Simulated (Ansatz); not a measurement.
Cu (distorted cell), a check of forces and pressure against finite differences

Program: Ansatz 0.2.0 through its Python package.

Run as a notebook:

**Cell 1**
```python
import warnings

import ansatz
import numpy as np
```

**Cell 2**
```python
VECTORS = np.array([
    [2.53076, 0.0, 0.0],
    [-1.26538, 2.19171, 0.0],
    [0.0, 0.0, 8.26182],
])
SITES = [
    ("Cu", (0.01568, 0.00415, 0.99309)),
    ("Cu", (0.34069, 0.70004, 0.24376)),
    ("Cu", (0.01759, 0.01134, 0.48545)),
    ("Cu", (0.66645, 0.34453, 0.74476)),
]
```

**Cell 3**
```python
def crystal_on(cell):
    crystal = ansatz.Crystal(lattice=ansatz.Lattice.of(cell))
    for symbol, position in SITES:
        crystal = crystal.atom(symbol, position)
    return crystal
```

**Cell 4**
```python
warnings.simplefilter("ignore", ansatz.DeckWarning)

def solve(crystal):
    return (
        crystal.calculation()
        .functional("LDA")
        .occupations("cold", width=0.15)
        .basis(540, xc_grid=2)
        .kpoints(7, 7, 2)
        .scf(tolerance=1e-09)
        .forces()
        .stress()
        .run(threads=1)
    ).report
```

**Cell 5**
```python
centre = solve(crystal_on(VECTORS))
start = crystal_on(VECTORS)
# move one atom both ways along a Cartesian axis
print(f"force on atom 2 along z: analytic {centre['forces_ev_ang'][2][2]:.4f} eV/A")
for h in (0.004, 0.016):
    shift = np.eye(3)[2] * h @ np.linalg.inv(VECTORS)
    plus, minus = (solve(start.move(2, to=np.array(SITES[2][1]) + sign * shift))["lagrangian_ev"] for sign in (1, -1))
    print(f"  step {h} A: numerical {-(plus - minus) / (2 * h):.4f} eV/A")
# P = -dF/dV; the difference feels the change of the plane-wave count with the cell
volume = abs(np.linalg.det(VECTORS))
larger, smaller = (solve(crystal_on(VECTORS * (1 + sign * 0.005) ** (1 / 3)))["lagrangian_ev"] for sign in (1, -1))
numerical = -(larger - smaller) / (0.01 * volume) * 160.21766
print(f"pressure: analytic {np.trace(centre['stress_gpa']) / 3:.3f}, numerical {numerical:.3f} GPa")
```
Output:
```text
force on atom 2 along z: analytic 0.5167 eV/A
  step 0.004 A: numerical 0.5168 eV/A
  step 0.016 A: numerical 0.5171 eV/A
pressure: analytic -8.462, numerical -8.458 GPa
```

Caveats:
- The mesh is modest for a metal, so energies can be off by several to tens of meV an atom and pressures by half a GPa or more; differences at equal mesh fare better.
- The program warned that this SCF threshold is loose for forces or stresses.
- Pressure is positive in compression.
- The cell is a database structure, distorted on purpose.
- The central difference errs as the square of the step, so the shorter step is the fairer test; what remains comes from the finite grid and the SCF threshold.
- The script silences the warnings on its input, which a real study should read.
- Wall time of the script: 72 s on 1 thread of Intel(R) Xeon(R) Processor @ 2.30GHz (shared host), peak memory 0.54 GiB.
